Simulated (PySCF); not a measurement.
# C3H8SeSi: the cost of one run

Programs: PySCF 2.14.0, with density-fitted response routines of our own. Each step states its level of theory. These are calculated values for one molecule in the gas phase, unless marked as measured. Atoms are numbered from 0 throughout.

## 1. The starting structure

13 atoms, charge 0, multiplicity 1; geometry from: GFN2-xTB. The atoms were then displaced at random by about 0.01 Å, so the start is not that level's minimum.

Bonds of the start (Å): Si0–Se1 2.29, Se1–C2 1.96, C2–C3 1.45, C3–C4 1.46, C4–C2 1.49, Si0–H5 1.42, Si0–H6 1.46, Si0–H7 1.49, C2–H8 1.08, C3–H9 1.10, C3–H10 1.10, C4–H11 1.09, C4–H12 1.06.

## 2. Relaxing the molecule at PBE0-D3(BJ)/def2-SVP

The job: settings as JSON, then the geometry in Å.

```
{"job": {"xc": "PBE0", "basis": "def2-SVP", "d3": "d3bj", "grid": 1, "shake": 0.01, "kind": "geom"}, "charge": 0, "multiplicity": 1}
Si     2.482600    -0.196220    -0.432890
Se     0.516700    -1.152630    -1.113570
C     -0.712910     0.211500    -0.435570
C     -2.044550    -0.173640    -0.026770
C     -1.078740     0.202830     1.008240
H      3.490830    -1.126090    -0.797710
H      2.404430     0.066760     1.002820
H      2.631760     1.105050    -1.148500
H     -0.548770     1.170730    -0.905260
H     -2.888440     0.500860    -0.241870
H     -2.359400    -1.221690    -0.085070
H     -1.175890     1.161250     1.527140
H     -0.711810    -0.565590     1.638690
```

Run with:

```
$ OMP_NUM_THREADS=1 python probes_run.py task.json out
```

This one command runs all jobs of the session in turn.

**Question.** How long does this first job take on 1 thread of Intel Xeon Platinum 8488C, shared host, and how much memory does it need?

About 51 s, with a peak of 0.57 GiB.
